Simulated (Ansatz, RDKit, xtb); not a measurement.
# Isomers of C6H6OS, a sample narrowed down

Which of a sample of isomers of C6H6OS is the most stable in the gas at 298.15 K, and what are its properties? The sample is small against all isomers, and the most stable one of this formula need not be in it.

The funnel: GFN2-xTB relaxations, single points with a density functional, relaxations at PBE-D3(BJ)/def2-SVP, harmonic vibrations (at GFN2-xTB), and a last energy at a higher level. All values are calculated.

**1. Drawing up candidates**

Isomers were taken from a list of plausible structures; this is a sample, not all of them. That gives 3 candidates.

```
label           SMILES     spin
 c365  O=C1C=CC(=S)CC1  singlet
 c473  OC1=CCC(=S)C=C1  singlet
 c723     Oc1ccc(S)cc1  singlet
```

Candidates are built by distance geometry, with a force field where one applies, in up to four conformers (letters a to d).

Q: Predict the outcome of this search (final energies at CCSD(T)/def2-SVP + MP2/def2-TZVPP - MP2/def2-SVP).

| quantity | value |
| --- | --- |
| lowest structure found | Oc1ccc(S)cc1, singlet |
| next finalist | O=C1C=CC(=S)CC1, singlet, 16.7 kcal/mol higher in G |
| share at equilibrium, among the finalists | 100.0 % |

The search ends on `Oc1ccc(S)cc1`. Among the finalists first place is clear (16.7 kcal/mol); structures outside the list aren't covered. GFN2-xTB, HF/STO-3G, r2SCAN-D4/def2-SVP, PBE-D3(BJ)/def2-SVP, HF/def2-SVP and MP2/def2-SVP already put its bonding pattern lowest among the structures in one piece. The search is not exhaustive (a finite list of starts, one conformer a finalist), so a lower isomer can't be ruled out. Only 3 drawn patterns were tried, so whole families of isomers are missing, and the result ranks this sample alone.
